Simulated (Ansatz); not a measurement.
# CdPd3: the cost of one run

Method: DFT r2SCAN, scalar-relativistic, plane waves, PAW, in Ansatz 0.2.0.

## Step 1: The system as given

It takes space group P6_3/mmc (No. 194, hexagonal). Conventional cell: a = 5.661 Å, b = 5.661 Å, c = 4.620 Å, α = 90.00°, β = 90.00°, γ = 120.00°. Cd (site symmetry -6m2) is surrounded by 12 Pd at 2.83 to 2.84 Å. Pd (site symmetry mm2) is surrounded by 8 Pd at 2.80 to 2.86 Å and 4 Cd at 2.83 to 2.84 Å.

As a file:

```
Cd Pd
1.0
     5.66074    0.00000    0.00000
    -2.83037    4.90234    0.00000
     0.00000    0.00000    4.62042
Cd Pd
2 6
Direct
  0.66667 0.33333 0.25000
  0.33333 0.66667 0.75000
  0.32987 0.16493 0.75000
  0.83507 0.16493 0.75000
  0.83507 0.67013 0.75000
  0.67013 0.83507 0.25000
  0.16493 0.83507 0.25000
  0.16493 0.32987 0.25000
```

The structure comes from the Materials Project (structure only).

## Step 2: Ground state at the listed geometry

Contents of input.yaml:

```yaml
crystal:
  lattice:
    - [5.6607360445, 0.0, 0.0]
    - [-2.8303680222, 4.9023412186, 0.0]
    - [0.0, 0.0, 4.6204173]
  atoms:
    - { symbol: Cd, position: [0.66666667, 0.33333333, 0.25] }
    - { symbol: Cd, position: [0.33333333, 0.66666667, 0.75] }
    - { symbol: Pd, position: [0.32986732, 0.16493366, 0.75] }
    - { symbol: Pd, position: [0.83506634, 0.16493366, 0.75] }
    - { symbol: Pd, position: [0.83506634, 0.67013268, 0.75] }
    - { symbol: Pd, position: [0.67013268, 0.83506634, 0.25] }
    - { symbol: Pd, position: [0.16493366, 0.83506634, 0.25] }
    - { symbol: Pd, position: [0.16493366, 0.32986732, 0.25] }
basis:
  ecutwfc: 500
  fft_grid_basis: typed
kpoints:
  mp_grid: { grid: [9, 9, 8] }
hamiltonian:
  xc: r2scan
scf:
  occupations: { method: gaussian, width: 0.05 }
output:
  forces: true
  stress: true
  eigenvalues: true
  bader: true
  write_density: true
  volumetric_format: npy
  elf: true
```

Launch:

```sh
> ansatz run input.yaml --threads 2 --pin off --max-ram 4096MiB --backend cpu --events-out ev --progress --plain --runs-dir out
```

Q: Estimate wall time and peak memory on 2 threads of Arm Neoverse V2, shared host.

About 53 s, with a peak of 1.1 GiB.
